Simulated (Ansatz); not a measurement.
# Ge: the cost of one run

Method: DFT r2SCAN, scalar-relativistic, plane waves, PAW, in Ansatz 0.2.0.

1 further run of the same task is left out (set aside as unsound or not needed).

### Step 1. Starting point

Symmetry: Cmcm, No. 63, orthorhombic system. The conventional cell has a = 2.976 Å, b = 5.189 Å, c = 4.728 Å, α = 90.00°, β = 90.00°, γ = 90.00°. Around Ge (site symmetry m2m) lie 12 Ge at 2.92 to 2.99 Å.

Structure file:

```cif
data_structure
_symmetry_space_group_name_H-M 'Cmcm'
_symmetry_Int_Tables_number 63
_cell_length_a 2.9761
_cell_length_b 5.1894
_cell_length_c 4.7276
_cell_angle_alpha 90.000
_cell_angle_beta 90.000
_cell_angle_gamma 90.000
_cell_volume 73.01
loop_
_atom_site_label
_atom_site_type_symbol
_atom_site_symmetry_multiplicity
_atom_site_Wyckoff_symbol
_atom_site_fract_x
_atom_site_fract_y
_atom_site_fract_z
_atom_site_occupancy
Ge1 Ge 4 c 0.00000 0.33345 0.75000 1
```

It goes back to an entry of the Materials Project, which need not be the stable form.

No relaxation comes first: the listed cell is the starting point.

### Step 2. Zero of energy

The reference gives a free energy of -8604.6513 eV, pressure 1.86 GPa, largest force 0.003 eV/Å and gap on the mesh none (metal). It was computed beforehand with the settings of the runs below.

### Step 3. The scan: an axial (c/a) deformation path

At fixed volume and fractional coordinates, lengths along (0.000, 0.000, 1.000) are scaled against those across it; ρ is that ratio over its starting value.

### Step 4. ρ = 0.850

Contents of input.yaml:

```yaml
crystal:
  lattice:
    - [1.5708886528, -2.7391286946, 0.0]
    - [1.5708886528, 2.7391286946, 0.0]
    - [0.0, 0.0, 4.2421526066]
  atoms:
    - { symbol: Ge, position: [0.66655337, 0.33344663, 0.25] }
    - { symbol: Ge, position: [0.33344663, 0.66655337, 0.75] }
basis:
  ecutwfc: 500
kpoints:
  mp_grid: { grid: [20, 20, 12] }
hamiltonian:
  xc: r2scan
scf:
  occupations: { method: gaussian, width: 0.15 }
output:
  forces: true
  stress: true
  eigenvalues: true
```

Run with:

```
$ ansatz run input.yaml --threads 1 --pin off --max-ram 2560MiB --backend cpu --events-out ev --progress --plain --runs-dir out
```

Q: Estimate wall time and peak memory on 1 thread of Intel Xeon at 2.50GHz (Skylake/Cascade Lake), shared host.

About 83 s, with a peak of 0.84 GiB.
